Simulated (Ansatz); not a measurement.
# C2H6BNO2: the cost of one run

Computed with Ansatz 0.2.0 through its Python package. The levels of theory stand in the script.

### 1 Starting point

Bond lengths: N1–C2 1.227 Å, C2–O3 1.384 Å, O3–C4 1.425 Å, C4–B5 1.544 Å, B5–O6 1.448 Å, N1–H7 1.070 Å, C2–H8 1.073 Å, C4–H9 1.111 Å, C4–H10 1.161 Å, B5–H11 1.192 Å, O6–H12 0.979 Å. Angles (14 of 15 angles, heavy atoms first): N1–C2–O3 119.7°, C2–O3–C4 127.3°, O3–C4–B5 113.6°, C4–B5–O6 120.2°, N1–C2–H8 121.6°, O3–C2–H8 118.6°, C2–N1–H7 122.2°, O3–C4–H9 107.8°, O3–C4–H10 103.3°, B5–C4–H9 114.6°, B5–C4–H10 109.2°, C4–B5–H11 117.5°, O6–B5–H11 122.1°, B5–O6–H12 103.1°.

No structure file is read: the coordinates are typed or built in the script.

### 2 The code

The input, c2h6bno2.py:

```python
import logging
import sys
import warnings

import ansatz as az

logging.basicConfig(stream=sys.stdout, format="%(levelname)s:%(name)s:%(message)s")
logger = logging.getLogger("run")
logger.setLevel(logging.INFO)

warnings.simplefilter("ignore", az.DeckWarning)

system = (
    az.Crystal.molecule()
    .atom("N", (-1.8401, 0.9073, 1.3697))
    .atom("C", (-0.933, 0.1974, 1.7923))
    .atom("O", (0.0584, -0.235, 0.9291))
    .atom("C", (0.2241, 0.1174, -0.4413))
    .atom("B", (1.4357, -0.5645, -1.1128))
    .atom("O", (1.719, -0.332, -2.5132))
    .atom("H", (-2.6196, 1.2758, 2.0041))
    .atom("H", (-0.8724, -0.0825, 2.8265))
    .atom("H", (0.2207, 1.2266, -0.5089))
    .atom("H", (-0.754, -0.2664, -0.936))
    .atom("H", (2.158, -1.2121, -0.4193))
    .atom("H", (1.2803, -1.0873, -2.956))
)

setup = system.calculation().basis(gaussian="def2-SVP")
for name in ["revpbe", "pbe"]:
    for correction in ("d3bj", "d4"):
        rep = setup.functional(name, dispersion=correction).run(threads=1).report
        logger.info(f"{name:8s} {correction:5s} total {rep['free_energy_ev']:.5f} eV, of which dispersion {1000 * rep['dispersion']['energy']['ev']:.2f} meV")
```

### 3 The calls as engine input

The engine receives this input (first run):

```yaml
crystal:
  periodic: [false, false, false]
  atoms:
    - { symbol: "N", position_ang: [-1.8401, 0.9073, 1.3697] }
    - { symbol: C, position_ang: [-0.933, 0.1974, 1.7923] }
    - { symbol: O, position_ang: [0.0584, -0.235, 0.9291] }
    - { symbol: C, position_ang: [0.2241, 0.1174, -0.4413] }
    - { symbol: B, position_ang: [1.4357, -0.5645, -1.1128] }
    - { symbol: O, position_ang: [1.719, -0.332, -2.5132] }
    - { symbol: H, position_ang: [-2.6196, 1.2758, 2.0041] }
    - { symbol: H, position_ang: [-0.8724, -0.0825, 2.8265] }
    - { symbol: H, position_ang: [0.2207, 1.2266, -0.5089] }
    - { symbol: H, position_ang: [-0.754, -0.2664, -0.936] }
    - { symbol: H, position_ang: [2.158, -1.2121, -0.4193] }
    - { symbol: H, position_ang: [1.2803, -1.0873, -2.956] }
basis:
  gaussian:
    orbitals: def2-SVP
hamiltonian:
  xc: revpbe
  dispersion: d3bj
```

### 4 The run

Launch:

```sh
$ python c2h6bno2.py
```

Q: Estimate wall time and peak memory on 1 thread of Arm Neoverse V2, shared host.

About 11 s, with a peak of 0.2 GiB.
